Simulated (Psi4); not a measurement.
# CCSD(T)/cc-pVDZ run of GeNH2F (SMILES [NH2][Ge][F])

Aim: the vertical ionisation energy of GeNH2F at CCSD(T)/cc-pVDZ, from 2 runs. 

Program for the calculation: Psi4 1.11.

5 further runs of the same task are left out: 4 that didn't finish, 1 set aside as unsound or not needed.

## 1. The system as given

GeNH2F: 5 atoms, total charge 0, spin state singlet. SMILES: `[NH2][Ge][F]`. The coordinates come from a PBE0-D4/def2-TZVP relaxation. This is one conformer, not always the lowest.

Bond lengths: N1–Ge2 1.811 Å, Ge2–F3 1.768 Å, N1–H4 1.008 Å, N1–H5 1.010 Å. Angles: N1–Ge2–F3 94.5°, Ge2–N1–H4 124.0°, Ge2–N1–H5 122.7°, H4–N1–H5 113.3°.

## 2. A single-point energy at CCSD(T)/cc-pVDZ

The input, calc.py:

```python
import psi4

psi4.set_memory(1600000000)
psi4.set_num_threads(1)
psi4.core.set_output_file('run.log', False)

mol = psi4.geometry("""
N     -0.477700     0.347600    -0.204700
Ge     0.434100    -0.305200     1.217200
F      1.598300    -1.203900     0.235500
H     -1.280100     0.952600    -0.130600
H     -0.224500     0.135300    -1.158700
symmetry c1
no_reorient
no_com
""")

psi4.set_options({
    'basis': 'cc-pVDZ',
    'puream': True,
    'e_convergence': 1e-09,
    'd_convergence': 1e-08,
    'scf_type': 'pk',
    'num_frozen_docc': 11,
})

e = psi4.energy("ccsd(t)", molecule=mol)
print('E =', round(e, 9))
```

The run is started by

```bash
$ python calc.py
```

run.log:

```text
[...]
  Running in c1 symmetry.
[...]
  Nuclear repulsion =  188.583783618447541
[...]
  Multiplicity = 1
[...]
  Nalpha       = 25
  Nbeta        = 25
[...]
    Number of basis functions: 65
[...]
   @RHF iter   1: -2230.00061439298133   -4.61352e+00   1.49033e-02 ADIIS/DIIS
[...]
   @RHF iter  12: -2230.44439541158636   -3.63798e-12   4.05541e-09 DIIS
[...]
    Orbital Energies [Eh]
    ---------------------
    Doubly Occupied:
       1A   -405.313841     2A    -52.213211     3A    -46.302008
       4A    -46.301103     5A    -46.300237     6A    -26.233279
       7A    -15.559041     8A     -7.232071     9A     -5.206602
      10A     -5.204281    11A     -5.200087    12A     -1.682164
      13A     -1.673621    14A     -1.673237    15A     -1.668198
      16A     -1.664542    17A     -1.504552    18A     -1.133383
      19A     -0.712233    20A     -0.665768    21A     -0.605697
      22A     -0.590883    23A     -0.567417    24A     -0.419053
      25A     -0.376524
[...]
  @RHF Final Energy: -2230.44439541158636
   => Energetics <=
    Nuclear Repulsion Energy =            188.5837836184475407
    One-Electron Energy =               -3486.0502899280713791
    Two-Electron Energy =                1067.0221108980374538
    Total Energy =                      -2230.4443954115868110
[...]
 Multipole Moments:
 ------------------------------------------------------------------------------------
     Multipole            Electronic (a.u.)      Nuclear  (a.u.)        Total (a.u.)
 ------------------------------------------------------------------------------------
 L = 1.  Multiply by 2.5417464519 to convert [e a0] to [Debye]
 Dipole X            :        -45.1427778           44.2713698           -0.8714079
 Dipole Y            :         32.9335791          -32.2772781            0.6563010
 Dipole Z            :        -72.4385267           72.4666505            0.0281239
 Magnitude           :                                                    1.0912716
[...]
      * MP2 total energy                      = -2230.900808057062932
[...]
      * CCSD total energy                     = -2230.920703488638082
[...]
      * CCSD(T) total energy                  = -2230.932844998068504
```

The script printed:

```text
E = -2230.932844998
```

It took 23 s on 1 thread of Intel Xeon Platinum 8375C at 2.90GHz (Ice Lake), shared host; peak memory 0.42 GiB.

## 3. The doublet cation at the same level

The input, run.py:

```python
import numpy as np
from ase.calculators.psi4 import Psi4
from ase import Atoms

mol = Atoms(['N', 'Ge', 'F', 'H', 'H'], positions=[
    [-0.477700, 0.347600, -0.204700],
    [0.434100, -0.305200, 1.217200],
    [1.598300, -1.203900, 0.235500],
    [-1.280100, 0.952600, -0.130600],
    [-0.224500, 0.135300, -1.158700],
])
calc = Psi4(atoms=mol, method='ccsd(t)', basis='cc-pVDZ', memory='1600MB', num_threads=1, charge=1, multiplicity=2, label='fgeh2n', reference='uhf')
calc.psi4.set_options({'puream': True, 'e_convergence': 1e-09, 'd_convergence': 1e-08, 'scf_type': 'pk', 'num_frozen_docc': 11, 'maxiter': 200})
mol.calc = calc

print(f'energy: {mol.get_potential_energy():.6f} eV')
```

The run is started by

```bash
$ python run.py
```

fgeh2n.dat:

```text
[...]
  Running in c1 symmetry.
[...]
  Nuclear repulsion =  188.583783618447512
[...]
  Multiplicity = 2
[...]
  Nalpha       = 25
  Nbeta        = 24
[...]
    Number of basis functions: 65
[...]
   @UHF iter   1: -2229.62352809057938   -4.23643e+00   1.56707e-02 DIIS/ADIIS
[...]
   @UHF iter  24: -2230.11448140491348    9.00400e-11   7.88382e-09 DIIS
[...]
   @S^2 Observed:                7.595216902E-01
[...]
    Orbital Energies [Eh]
    ---------------------
    Alpha Occupied:
       1A   -405.574501     2A    -52.474129     3A    -46.562404
       4A    -46.561440     5A    -46.560765     6A    -26.464111
       7A    -15.958642     8A     -7.494283     9A     -5.467467
      10A     -5.465368    11A     -5.460949    12A     -1.939675
      13A     -1.938464    14A     -1.934658    15A     -1.929478
      16A     -1.926162    17A     -1.731101    18A     -1.548474
      19A     -1.033683    20A     -1.025840    21A     -0.894765
      22A     -0.859090    23A     -0.808502    24A     -0.807145
      25A     -0.622858
    Alpha Virtual:
[...]
  @UHF Final Energy: -2230.11448140491348
   => Energetics <=
    Nuclear Repulsion Energy =            188.5837836184475123
    One-Electron Energy =               -3472.4311227495545609
    Two-Electron Energy =                1053.7328577261935152
    Total Energy =                      -2230.1144814049139313
  UHF NO Occupations:
  HONO-2 :   23  A 1.9991400
  HONO-1 :   24  A 1.9970672
[...]
 Multipole Moments:
 ------------------------------------------------------------------------------------
     Multipole            Electronic (a.u.)      Nuclear  (a.u.)        Total (a.u.)
 ------------------------------------------------------------------------------------
 L = 1.  Multiply by 2.5417464519 to convert [e a0] to [Debye]
 Dipole X            :          0.7111702           -2.7805670           -2.0693968
 Dipole Y            :         -0.4243155            1.9557106            1.5313952
 Dipole Z            :          4.7142605           -5.8410816           -1.1268211
 Magnitude           :                                                    2.8102135
[...]
      * MP2 total energy                      = -2230.523659617218527
[...]
      * CCSD total energy                     = -2230.551860500155726
[...]
      * CCSD(T) total energy                     = -2230.562182142739857
```

Standard output:

```text
energy: -60696.688590 eV
```

It took 48 s on 1 thread of Intel Xeon Platinum 8375C at 2.90GHz (Ice Lake), shared host; peak memory 0.46 GiB.

## 4. Summary of results

At CCSD(T)/cc-pVDZ, 11 core orbitals frozen:

| quantity | value |
| --- | --- |
| singlet GeNH2F: total energy | -2230.93284 Eh |
| singlet GeNH2F: HOMO energy (Hartree–Fock orbitals) | -10.25 eV |
| singlet GeNH2F: LUMO energy (Hartree–Fock orbitals) | 1.71 eV |
| singlet GeNH2F: HOMO–LUMO gap (Hartree–Fock orbitals) | 11.95 eV |
| singlet GeNH2F: correlation energy (11 core orbitals frozen) | -488.4 mEh |
| singlet GeNH2F: (T) correction | -12.14 mEh |
| singlet GeNH2F: T1 diagnostic | 0.015 |
| doublet cation: total energy | -2230.56218 Eh |
| doublet cation: HOMO energy (Hartree–Fock orbitals) (highest over α and β) | -16.81 eV |
| doublet cation: LUMO energy (Hartree–Fock orbitals) (lowest over α and β) | -7.50 eV |
| doublet cation: correlation energy (11 core orbitals frozen) | -447.7 mEh |
| doublet cation: (T) correction | -10.32 mEh |
| doublet cation: ⟨S²⟩ of the reference determinant | 0.760 |
| doublet cation: T1 diagnostic | 0.023 |
| vertical ionisation energy (to the doublet cation) | 10.086 eV |

**Reading.** The vertical ionisation energy comes to 10.09 eV (973 kJ/mol). The triples (singlet GeNH2F) make up 2.5 % of the correlation energy. The triples (doublet cation) make up 2.3 % of the correlation energy.
